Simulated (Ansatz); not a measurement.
# IrOF2 radical: geometry and frequencies at several levels

Aim: geometry and frequencies at several levels, for IrOF2 radical, with the cost of each level. Spin multiplicity 2.

Method: the levels named in each step, in Ansatz 0.2.0.

### Step 1. The structure to begin with

Bond lengths: O2–Ir3 1.775 Å, Ir3–F4 1.961 Å. Angles: O2–Ir3–F4 119.2°.

Coordinates:

```xyz
4

F    -2.6547   -0.2259   -0.0501
O    -1.2396   -0.8046    0.4523
Ir    0.1713    0.1499   -0.0485
F     1.9658   -0.6128    0.1594
```

### Step 2. A rough first relaxation, PBE-D4/def2-SVP

File input.yaml:

```yaml
crystal:
  periodic: [false, false, false]
  atoms:
    - { symbol: F, position_ang: [-2.65465, -0.22591, -0.05014] }
    - { symbol: O, position_ang: [-1.23956, -0.80463, 0.45235] }
    - { symbol: Ir, position_ang: [0.17126, 0.14987, -0.04845] }
    - { symbol: F, position_ang: [1.96579, -0.61281, 0.15936] }
magnetization:
  spin_polarized: true
  initial_magnetization: 1
basis:
  gaussian: { orbitals: def2-SVP }
hamiltonian:
  xc: pbe
  dispersion: d4
relax:
  f_tol: 0.03
  max_steps: 200
```

Run with:

```
> ansatz run input.yaml --threads 2 --pin off --max-ram 5120MiB --backend cpu --events-out ev --progress --plain --runs-dir out
```

Further steps of the session: Relaxation, HF/def2-SVP; Frequencies, HF/def2-SVP; Relaxation, LDA/def2-SVP; Frequencies, LDA/def2-SVP; Relaxation, PBE-D4/def2-SVP; Frequencies, PBE-D4/def2-SVP.

**Question.** What will these runs give? Wanted: F1–Ir3 at PBE-D4/def2-SVP; O2–Ir3 at PBE-D4/def2-SVP; Ir3–F4 at PBE-D4/def2-SVP; frequencies at PBE-D4/def2-SVP.

As calculated:

| quantity | value |
| --- | --- |
| F1–Ir3 at PBE-D4/def2-SVP | 1.864 Å |
| O2–Ir3 at PBE-D4/def2-SVP | 1.687 Å |
| Ir3–F4 at PBE-D4/def2-SVP | 1.864 Å |
| frequencies at PBE-D4/def2-SVP | 157 to 995 cm⁻¹ |

The F–Ir distance spreads over 0.027 Å, from LDA/def2-SVP (shortest) to PBE-D4/def2-SVP. No mode is imaginary, so the geometry is a minimum. Heavy atoms carry effective core potentials in def2 sets, and spin-orbit coupling is left out.
